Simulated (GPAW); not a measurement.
The system is GdO.

```
Gd O
1.0
     2.80181    0.00000    0.00000
     0.00000    2.80181    0.00000
     0.00000    0.00000    2.80181
Gd O
1 1
Direct
  0.00000 0.00000 0.00000
  0.50000 0.50000 0.50000
```

The cell comes from a database or a generator and needn't be the stable form of this composition.

Base run:

| Item | Value |
| --- | --- |
| Program | GPAW 26.7.0 |
| Functional | r2SCAN |
| Potentials or basis | GPAW PAW data sets (gpaw-data 1.2.1) |
| Cutoff | 600 eV |
| Basis | pw |
| k mesh | 7 × 7 × 7 |
| Occupations | gaussian, width 0.05 eV |
| Spin | collinear spin, ferromagnetic start |
| Starting moments | [7.0, 0.0] μB |
| Hubbard terms | Gd f U = 7 eV |

Its results: band gap on the k mesh none (metal or under the smearing width); pressure 46.5 GPa; net moment 7.27 μB per cell; site moments Gd +7.07; O -0.04 μB.

Question: The run is repeated on the same cell with these changes: start of the occupation matrix from atoms to random. What comes out?

Answer: Band gap on the k mesh none (metal or under the smearing width); pressure 47.1 GPa; net moment 7.33 μB per cell; site moments Gd +7.10; O -0.04 μB.

Caveats: the cutoff is short for stress and forces, so pressures can be off by a GPa or more; one-centre terms of the f shell are cut off; a pressure of tens of GPa on the cell as given is suspect, and the run, the potentials or the cell itself is likely at fault; the PAW data sets were made with another functional, which shifts forces and pressure a little; spin-orbit coupling is left out, which moves the levels of the heavy elements; a cell with one magnetic atom can't hold antiferromagnetic order, which such compounds often take; the occupation matrix was held by a function in the script for the first cycles and then freed (some runs).
